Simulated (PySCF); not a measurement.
# C4H9Cl2Ga (GaCl2(iBu)): the cost of one run

The runs use PySCF 2.14.0, with density-fitted response routines of our own; the level of theory stands in each step. All values are computed, except where a source is named. Atoms are numbered from 0 throughout.

## Step 1: The molecule as given

16 atoms, charge 0, multiplicity 1; geometry from: GFN2-xTB. The atoms were then displaced at random by about 0.03 Å, so the start is not that level's minimum.

Bonds of the start (Å): Ga0–Cl1 2.04, Ga0–Cl2 2.23, Ga0–C3 1.98, C3–C4 1.58, C3–H7 1.14, C3–H8 1.07, C4–C5 1.50, C4–C6 1.50, C4–H9 1.10, C5–H10 1.07, C5–H11 1.06, C5–H12 1.02, C6–H13 1.07, C6–H14 1.12, C6–H15 1.06.

## Step 2: Optimising the geometry at PBE0-D3(BJ)/def2-SVP

The job: settings as JSON, then the geometry in Å.

```
{"job": {"xc": "PBE0", "basis": "def2-SVP", "d3": "d3bj", "grid": 1, "maxiter": 40, "shake": 0.03, "kind": "geom"}, "charge": 0, "multiplicity": 1}
Ga     0.994710     1.472350     1.171480
Cl     3.024620     1.619450     1.218530
Cl    -0.074990     3.427980     1.143070
C     -0.004720    -0.232880     1.249800
C     -0.464700    -0.800490    -0.153890
C      0.794680    -1.037360    -0.937970
C     -1.331780     0.187860    -0.866830
H     -0.966860    -0.052700     1.830880
H      0.517820    -0.938280     1.859870
H     -1.004520    -1.734790     0.044120
H      1.308920    -0.114870    -1.077050
H      0.582620    -1.489160    -1.875700
H      1.388840    -1.694950    -0.425130
H     -0.868840     1.140300    -1.018180
H     -2.268410     0.383030    -0.287510
H     -1.661760    -0.169430    -1.809050
```

Run with:

```
> OMP_NUM_THREADS=1 python probes_run.py task.json out
```

The driver reads the jobs from task.json and runs them one after another.

**Question.** How long does this first job take on 1 thread of Intel Xeon at 2.50GHz, shared host, and how much memory does it need?

About 5.5 min, with a peak of 0.71 GiB.
